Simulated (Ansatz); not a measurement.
# GeH₂Br radical: a ladder of functionals and wavefunction methods

An exercise on one series of results from a longer session: the logs are not shown, and one member is left open.

The runs use Ansatz 0.2.0, Gaussian basis; functionals in def2-TZVPP, the program's frozen cores in correlated methods.

Plan: LDA (SPW92), PBE-D4, revPBE-D4, BLYP-D4, r2SCAN-D4, B97M-V, PBE0-D4, B3LYP-D4, r2SCANh-D4, r2SCAN0-D4, HSE06-D4, BHLYP-D4, CAM-B3LYP-D4, LC-ωPBE, ωB97X-V, ωB97M-V, B2PLYP, PBE-QIDH; CCSD(T)/def2-SVP; CCSD(T)/def2-TZVPP; MP2/def2-QZVPP; extrapolation to the limit; RPA on PBE.

### Structure used throughout

An earlier PBE0-D4 in a triple-zeta def2 set relaxation fixed the geometry.

SMILES `[GeH2][Br]`, 4 atoms, charge 0, spin multiplicity 2.

Atoms are counted from 1 here; the program's logs count them from 0.

Bond lengths: Ge1–Br2 2.308 Å, Ge1–H3 1.546 Å, Ge1–H4 1.546 Å. Angles: Br2–Ge1–H3 107.1°, Br2–Ge1–H4 107.1°, H3–Ge1–H4 111.8°.

Set-up of the first run:

in.yaml

```yaml
crystal:
  periodic: [false, false, false]
  atoms:
    - {symbol: Ge, position_ang: [0.070083, -0.433583, -0.287809]}
    - {symbol: Br, position_ang: [1.030490, 0.294098, 1.680695]}
    - {symbol: H, position_ang: [-1.452484, -0.535326, -0.040340]}
    - {symbol: H, position_ang: [0.407411, 0.614611, -1.372846]}
basis:
  gaussian: {orbitals: def2-TZVPP}
magnetization: {spin_polarized: true, initial_magnetization: 1}
hamiltonian: {xc: lda}
output: {orbitals: {seedname: orbitals}}
```

Among the steps run: LDA; PBE-D4 (GGA); revPBE-D4 (GGA); BLYP-D4 (GGA); r2SCAN-D4 (meta-GGA); B97M-V (meta-GGA); PBE0-D4 (hybrid); B3LYP-D4 (hybrid); r2SCANh-D4 (hybrid); r2SCAN0-D4 (hybrid); HSE06-D4 (hybrid); BHLYP-D4 (hybrid); CAM-B3LYP-D4 (range-separated); LC-ωPBE-D4 (range-separated; the results give it without D4); ωB97X-V (range-separated); ωB97M-V (range-separated); B2PLYP (double hybrid); PBE-QIDH (double hybrid).

One table of the session follows, with a row left open; its other results are not shown here.

It belongs to the step «Frontier levels by functional». 

| functional | HOMO (eV) | LUMO (eV) | gap (eV) |
| --- | --- | --- | --- |
| LDA (SPW92) | -5.50 | -4.60 | 0.90 |
| PBE-D4 | ? | ? | ? |
| revPBE-D4 | -5.46 | -4.11 | 1.35 |
| BLYP-D4 | -5.28 | -4.28 | 1.00 |
| r2SCAN-D4 | -5.87 | -3.89 | 1.99 |
| B97M-V | -5.71 | -4.37 | 1.34 |
| PBE0-D4 | -6.62 | -3.34 | 3.27 |
| B3LYP-D4 | -6.34 | -3.75 | 2.59 |
| r2SCANh-D4 | -6.28 | -3.57 | 2.71 |
| r2SCAN0-D4 | -6.90 | -3.09 | 3.80 |
| HSE06-D4 | -6.22 | -3.72 | 2.50 |
| BHLYP-D4 | -7.56 | -2.55 | 5.01 |
| CAM-B3LYP-D4 | -7.83 | -2.46 | 5.37 |
| LC-ωPBE | -9.23 | -1.03 | 8.20 |
| ωB97X-V | -8.75 | -1.49 | 7.26 |
| ωB97M-V | -8.59 | -1.56 | 7.03 |

Estimate the missing values for PBE-D4.

As computed: HOMO (eV): -5.47; LUMO (eV): -4.24; gap (eV): 1.23. In the column «HOMO (eV)» it lies between LDA (SPW92) (-5.50) and revPBE-D4 (-5.46).
